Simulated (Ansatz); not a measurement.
# InHI radical (SMILES [InH][I]): one structure at several levels

The atoms stand at a structure displaced at random from a GFN2-xTB minimum. How far do the functionals agree with CCSD(T) there?

The runs use Ansatz 0.2.0, Gaussian basis; single points in def2-TZVPP.

Correlated methods freeze the cores. Filled d shells of the heavier atoms are correlated. Core potentials replace the inner electrons past krypton, and spin-orbit coupling is left out. Orbitals are unrestricted. B3LYP uses VWN-RPA correlation.

## Step 1: The starting structure

SMILES `[InH][I]`, 3 atoms, charge 0, spin multiplicity 2.

Atoms are counted from 1 here; the program's logs count them from 0.

Bond lengths: In1–I2 2.816 Å, In1–H3 2.186 Å. Angles: I2–In1–H3 128.1°.

As a file:

```xyz
3

In   -0.5312    0.4663   -0.2467
I     1.9148    0.8816    1.0853
H    -1.3782   -1.4213   -0.9516
```

## Step 2: CCSD(T)/def2-TZVPP

The input, run/in.yaml:

```yaml
crystal:
  periodic: [false, false, false]
  atoms:
    - {symbol: In, position_ang: [-0.531200, 0.466300, -0.246700]}
    - {symbol: I, position_ang: [1.914800, 0.881600, 1.085300]}
    - {symbol: H, position_ang: [-1.378200, -1.421300, -0.951600]}
basis:
  gaussian: {orbitals: def2-TZVPP}
magnetization: {spin_polarized: true, initial_magnetization: 1}
correlation: {method: ccsd_t}
scf: {omitted_lower_state_checks: [cluster_reference]}
output: {forces: true}
```

No record of the launch command was kept for these runs.

## Step 3: PBE0-D4/def2-TZVPP

run/in.yaml, as its differences from that of step 2:

```diff
@@ -9,4 +9,3 @@
 magnetization: {spin_polarized: true, initial_magnetization: 1}
-correlation: {method: ccsd_t}
-scf: {omitted_lower_state_checks: [cluster_reference]}
-output: {forces: true}
+hamiltonian: {xc: pbe0, dispersion: d4}
+output: {forces: true, orbitals: {seedname: orbitals}}
```

## Step 4: wB97M-V/def2-TZVPP

run/in.yaml, as its differences from that of step 3:

```diff
@@ -9,3 +9,3 @@
 magnetization: {spin_polarized: true, initial_magnetization: 1}
-hamiltonian: {xc: pbe0, dispersion: d4}
-output: {forces: true, orbitals: {seedname: orbitals}}
+hamiltonian: {xc: {name: wB97M-V}}
+output: {forces: true}
```

## Step 5: r2SCAN-D4/def2-TZVPP

run/in.yaml, as its differences from that of step 4:

```diff
@@ -9,3 +9,3 @@
 magnetization: {spin_polarized: true, initial_magnetization: 1}
-hamiltonian: {xc: {name: wB97M-V}}
+hamiltonian: {xc: r2scan, dispersion: d4}
 output: {forces: true}
```

## Step 6: PBE-D4/def2-TZVPP

run/in.yaml, as its differences from that of step 5:

```diff
@@ -9,3 +9,3 @@
 magnetization: {spin_polarized: true, initial_magnetization: 1}
-hamiltonian: {xc: r2scan, dispersion: d4}
+hamiltonian: {xc: pbe, dispersion: d4}
 output: {forces: true}
```

## Step 7: B3LYP-D4/def2-TZVPP

run/in.yaml, as its differences from that of step 6:

```diff
@@ -9,3 +9,3 @@
 magnetization: {spin_polarized: true, initial_magnetization: 1}
-hamiltonian: {xc: pbe, dispersion: d4}
+hamiltonian: {xc: {name: B3LYP}, dispersion: d4}
 output: {forces: true}
```

## Step 8: BHLYP-D4/def2-TZVPP

run/in.yaml, as its differences from that of step 7:

```diff
@@ -9,3 +9,3 @@
 magnetization: {spin_polarized: true, initial_magnetization: 1}
-hamiltonian: {xc: {name: B3LYP}, dispersion: d4}
+hamiltonian: {xc: {name: BHLYP}, dispersion: d4}
 output: {forces: true}
```

(Steps that only read results are left out.)

Q: Predict the outcome of this session. Wanted: energy less free atoms, CCSD(T)/def2-TZVPP; RMS force component; RMS force error; HOMO and LUMO, PBE0-D4; T1 diagnostic.

The runs gave:

```
                                  quantity                                                                                             value
energy less free atoms, CCSD(T)/def2-TZVPP                                                                                         -4.046 eV
                       RMS force component                                                              0.413 to 0.603 eV/Å over the methods
                           RMS force error  PBE0-D4 0.066, wB97M-V 0.039, r2SCAN-D4 0.082, PBE-D4 0.161, B3LYP-D4 0.190, BHLYP-D4 0.110 eV/Å
                    HOMO and LUMO, PBE0-D4                                                                                -6.40 and -3.69 eV
                             T1 diagnostic                                                                                             0.020
```

In words: Against CCSD(T) the functionals' energies less atoms differ by -0.384 to -0.020 eV, PBE-D4 by -0.367 eV. A larger basis would deepen the CCSD(T) value, while the functionals are nearly converged already, so the order here is not reliable. For forces wB97M-V does best and B3LYP-D4 worst. Frozen-core CCSD(T) forces in triple zeta carry basis errors of their own, and this is one geometry, so small gaps rank nothing. The unrestricted reference is spin-contaminated, which hurts MP2 most.
